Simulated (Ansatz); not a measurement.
# BHSBr (SMILES S[B]Br): levels of theory compared

We compute a comparison of 5 runs (UHF/3-21G, UPBE/3-21G, UBLYP/6-31G**, UB3LYP/6-31G*, UCCSD(T)/6-31G) of BHSBr. 

Program for the calculation: Ansatz 0.2.0.

4 further runs of the same task are left out: 1 that didn't finish, 3 set aside as unsound or not needed.

**1. The system as given**

BHSBr has 4 atoms, charge 0, and is taken as a doublet. SMILES: `S[B]Br`. The shape is that of a PBE0-D4/def2-TZVP optimisation.

Bond lengths: S1–B2 1.761 Å, B2–Br3 1.882 Å, S1–H4 1.345 Å. Angles: S1–B2–Br3 124.8°, B2–S1–H4 96.6°.

**2. Energy and forces at UHF/3-21G (run 1)**

File job.yaml:

```yaml
crystal:
  periodic: [false, false, false]
  atoms:
    - {symbol: S, position_ang: [-0.702000, 0.264600, -0.808500]}
    - {symbol: B, position_ang: [0.466200, -0.103000, 0.457200]}
    - {symbol: Br, position_ang: [0.566600, -1.738600, 1.383500]}
    - {symbol: H, position_ang: [-0.275300, 1.516800, -1.052500]}
basis:
  gaussian: {orbitals: 3-21G-spherical.json}
magnetization: {spin_polarized: true, initial_magnetization: 1}
hamiltonian: {xc: hf}
accuracy: high
output: {forces: true, orbitals: {seedname: orbitals}}
```

The basis set 3-21G is read from a file made from the Basis Set Exchange's data (not shown).

Started as:

```
ansatz run job.yaml --threads 1 --pin off --max-ram 2610MiB --events-out events.jsonl --progress --plain --runs-dir runs
```

The log of the run:

```text
Warning: RAYON_NUM_THREADS=1 ignored (pool sized by the plan → 1); use --threads N
Functional definition: HF
  name "HF"
  exchange = exact_x
  correlation = 0
837 factors; integrals over basis functions are off by at most 1.1e-8 eV
mean field evaluation 1: about -81107.7321 eV, gradient 1.1e1 eV
mean field evaluation 2: about -81107.8840 eV, gradient 1.1e1 eV
mean field evaluation 4: about -81109.2416 eV, gradient 1.9e0 eV
mean field evaluation 8: about -81109.3392 eV, gradient 1.3e-1 eV
mean field evaluation 16: about -81109.3396 eV, gradient 3.6e-7 eV
mean field -81109.33964274 eV, -2980.7132539857 hartree, gradient 3.2e-8 eV, S^2 0.757159; 0 other end points of the search recorded, 0 dependent functions left out
the calculation of the forces begins
reference -81109.33964274 eV, -2980.7132539857 hartree; 29, 28 occupied and 17, 18 virtual orbitals, 837 factors
Total energy: -81109.33964274 eV, -2980.7132539857 hartree
Atom 0 at    -0.702000     0.264600    -0.808500 Å, force    -0.496059     0.406850    -0.665130 eV/Å
Atom 1 at     0.466200    -0.103000     0.457200 Å, force     0.531576     0.228788     0.374260 eV/Å
Atom 2 at     0.566600    -1.738600     1.383500 Å, force     0.147011    -0.848682     0.568091 eV/Å
Atom 3 at    -0.275300     1.516800    -1.052500 Å, force    -0.182528     0.213043    -0.277222 eV/Å
Dipole moment:     0.078398     0.311217    -0.086201 e Å
```

Wall time 1.1 s (1 thread of Arm Neoverse V2, shared host); peak memory 0.13 GiB.

**3. Energy and forces at UPBE/3-21G (run 2)**

Edit job.yaml of step 2 so:

```diff
@@ -1 +1,3 @@
+basis:
+  gaussian: {orbitals: 3-21G-spherical.json}
 crystal:
@@ -7,6 +9,4 @@
     - {symbol: H, position_ang: [-0.275300, 1.516800, -1.052500]}
-basis:
-  gaussian: {orbitals: 3-21G-spherical.json}
 magnetization: {spin_polarized: true, initial_magnetization: 1}
-hamiltonian: {xc: hf}
+hamiltonian: {xc: {name: PBE}}
 accuracy: high
```

The basis set 3-21G is read from a file made from the Basis Set Exchange's data (not shown).

Started as:

```
ansatz run job.yaml --threads 1 --pin off --max-ram 2610MiB --events-out events.jsonl --progress --plain --runs-dir runs
```

The log of the run (excerpt; [...] marks lines left out):

```text
Warning: RAYON_NUM_THREADS=1 ignored (pool sized by the plan → 1); use --threads N
Functional definition: PBE
  name "PBE"
[...]
837 factors; integrals over basis functions are off by at most 1.1e-8 eV
[...]
mean field -81162.14995054 eV, -2982.6539970012 hartree, gradient 2.1e-8 eV, S^2 0.753622; 0 other end points of the search recorded, 0 dependent functions left out
[...]
reference -81162.14995275 eV, -2982.6539970826 hartree; 29, 28 occupied and 17, 18 virtual orbitals, 837 factors
Total energy: -81162.14995275 eV, -2982.6539970826 hartree
Atom 0 at    -0.702000     0.264600    -0.808500 Å, force    -0.947191    -0.449122    -0.645531 eV/Å
Atom 1 at     0.466200    -0.103000     0.457200 Å, force     0.660214     0.217641     0.498704 eV/Å
Atom 2 at     0.566600    -1.738600     1.383500 Å, force     0.115242    -0.726359     0.476426 eV/Å
Atom 3 at    -0.275300     1.516800    -1.052500 Å, force     0.171735     0.957841    -0.329599 eV/Å
Dipole moment:    -0.026636     0.159884    -0.106025 e Å
```

It took 4.2 s on 1 thread of Arm Neoverse V2, shared host; peak memory 0.15 GiB.

Runs 3 to 4 aren't shown in full; the table further down has their settings and results.

**4. Energy and forces at UCCSD(T)/6-31G (run 5)**

File input.yaml:

```yaml
crystal:
  periodic: [false, false, false]
  atoms:
    - {symbol: S, position_ang: [-0.702000, 0.264600, -0.808500]}
    - {symbol: B, position_ang: [0.466200, -0.103000, 0.457200]}
    - {symbol: Br, position_ang: [0.566600, -1.738600, 1.383500]}
    - {symbol: H, position_ang: [-0.275300, 1.516800, -1.052500]}
basis:
  gaussian: {orbitals: 6-31G-spherical.json}
magnetization: {spin_polarized: true, initial_magnetization: 1}
output: {forces: true, orbitals: {seedname: orbitals}}
accuracy: high
scf: {omitted_lower_state_checks: [cluster_reference, increment]}
total_charge: 0
correlation: {method: ccsd_t, frozen_orbitals: {B: 1, Br: 9, H: 0, S: 5}}
```

The basis set 6-31G is read from a file made from the Basis Set Exchange's data (not shown).

Started as:

```
ansatz run input.yaml --threads 1 --pin off --max-ram 2610MiB --events-out events.jsonl --progress --plain --runs-dir runs
```

The log of the run:

```text
Warning: RAYON_NUM_THREADS=1 ignored (pool sized by the plan → 1); use --threads N
[... 11 lines left out ...]
15 core orbitals not correlated: weight in the atoms' cores, before any rotation towards them, 1.000 or more for the frozen orbitals, at most 0.000 for the correlated occupied ones
[... 28 lines left out ...]
Total energy: -81499.46360895 eV, -2995.0500453082 hartree
[... 4 lines left out ...]
Dipole moment:    -0.000559     0.299589    -0.153157 e Å
Checks for a lower state left out: cluster_reference, increment
```

Wall time 19 s (1 thread of Arm Neoverse V2, shared host); peak memory 0.25 GiB.

**5. All runs side by side**

```tsv
run	level	Cartesian functions	frozen core orbitals	energy (Eh)	dipole moment (D)	HOMO energy (eV)	LUMO energy (eV)	wall time
1	UHF/3-21G	no	–	-2980.713254	1.60	-9.40	1.72	1.1 s
2	UPBE/3-21G	no	–	-2982.653997	0.93	-4.65	-2.58	4.2 s
3	UBLYP/6-31G** (spherical functions)	no	–	-2997.463105	1.20	-4.45	-2.58	7.5 s
4	UB3LYP/6-31G* (Cartesian functions)	yes	–	-2997.511071	1.29	-5.70	-2.03	11 s
5	UCCSD(T)/6-31G	no	15	-2995.050045	1.62	-9.51	1.74	19 s
```

**6. What came out**

| quantity | value |
| --- | --- |
| run 5: total energy | -2995.05005 Eh |
| run 5: dipole moment (correlated density) | 1.62 D |
| run 5: HOMO energy (Hartree–Fock orbitals) (highest over α and β) | -9.51 eV |
| run 5: LUMO energy (Hartree–Fock orbitals) (lowest over α and β) | 1.74 eV |
| run 5: correlation energy (15 core orbitals frozen) | -280.7 mEh |
| run 5: (T) correction | -5.51 mEh |
| run 5: ⟨S²⟩ of the reference determinant | 0.757 |
| run 5: T1 diagnostic | 0.015 |
| run 5: largest force on an atom | 1.612 eV/Å |

What this shows: The dipole moment (its size) runs from 0.93 D (UPBE/3-21G) to 1.62 D (UCCSD(T)/6-31G). The two ends differ in method and basis. Totals of different functionals can't be ranked against each other. All runs together took 43 s, the longest 19 s.
